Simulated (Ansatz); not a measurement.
# C2H7AlTe: the cost of one run

Program: Ansatz 0.2.0. Level of theory: RHF/def2-SVP. These are calculated values, not measurements.

## 1. The starting structure

SMILES `C[CH2][AlH][TeH]`, 11 atoms, charge 0, spin multiplicity 1.

Atoms are counted from 1 here; the program's logs count them from 0.

Bond lengths: C1–C2 1.542 Å, C1–H5 1.110 Å, C1–H6 1.111 Å, C1–H7 1.111 Å, C2–Al3 1.978 Å, C2–H8 1.112 Å, C2–H9 1.112 Å, Al3–Te4 2.551 Å, Al3–H10 1.603 Å, Te4–H11 1.684 Å. Angles: C2–C1–H5 111.9°, C2–C1–H6 112.0°, C2–C1–H7 112.2°, H5–C1–H6 106.9°, H5–C1–H7 106.9°, H6–C1–H7 106.7°, C1–C2–Al3 113.5°, C1–C2–H8 110.3°, C1–C2–H9 110.0°, Al3–C2–H8 108.3°, Al3–C2–H9 108.5°, H8–C2–H9 106.0°, C2–Al3–Te4 119.9°, C2–Al3–H10 125.4°, Te4–Al3–H10 114.6°, Al3–Te4–H11 90.7°.

Geometry (Å):

```xyz
11
C2H7AlTe
C    -0.6812    1.3097    0.1448
C    -0.0316    0.1210    0.8812
Al    1.3112   -0.8403   -0.2069
Te    0.5510   -2.5097   -1.9797
H    -1.2083    0.9870   -0.7777
H    -1.4294    1.8330    0.7783
H     0.0665    2.0724   -0.1607
H     0.4611    0.4678    1.8164
H    -0.8138   -0.6034    1.1981
H     2.8965   -0.6167   -0.1366
H    -1.0567   -2.2776   -1.5366
```

This geometry comes from a loose relaxation at PBE in a small basis, which is not shown.

## 3. Plan of the scan

First coordinate, dihedral C2–Al3–Te4–H11: 12 values from −180 to 150 °, periodic. Second coordinate, dihedral C1–C2–Al3–Te4: 12 values from −180 to 150 °, periodic.

Relaxed at each point: all other coordinates. Energies count from the relaxed molecule at the same level. Points are written as (first, second).

(The set-up runs are not shown.)

## 4. Point (90°, −120°)

input.yaml

```yaml
crystal:
  periodic: [false, false, false]
  atoms:
    - { symbol: C, position_ang: [-0.639602, 1.172643, 0.236701] }
    - { symbol: C, position_ang: [0.126873, 0.089876, 1.017115] }
    - { symbol: Al, position_ang: [0.932924, -0.48188, -0.693063] }
    - { symbol: Te, position_ang: [0.473317, -2.895264, -1.397429] }
    - { symbol: H, position_ang: [-1.328219, 0.47456, -0.252922] }
    - { symbol: H, position_ang: [-1.434753, 1.614444, 0.844479] }
    - { symbol: H, position_ang: [-0.28061, 1.807742, -0.580796] }
    - { symbol: H, position_ang: [0.791713, 0.812311, 1.495436] }
    - { symbol: H, position_ang: [-0.263104, -0.532505, 1.823311] }
    - { symbol: H, position_ang: [2.138282, 0.214852, -1.435132] }
    - { symbol: H, position_ang: [-0.806514, -2.131725, -2.106229] }
basis:
  gaussian: { orbitals: def2-SVP }
hamiltonian:
  xc: hf
output:
  forces: true
relax:
  f_tol: 0.02
  max_steps: 50
  escape_saddle: false
  constraints: [{ sites: [1, 2, 3, 10] }, { sites: [0, 1, 2, 3] }]
scf:
  lower_state_search: "off"
```

Launch:

```sh
$ ansatz run input.yaml --threads 1 --pin off --max-ram 2560MiB --backend cpu --events-out ev --progress --plain --runs-dir out
```

Q: Estimate wall time and peak memory on 1 thread of Intel Xeon 6975P-C (Granite Rapids), shared host.

About 18 s, with a peak of 0.24 GiB.
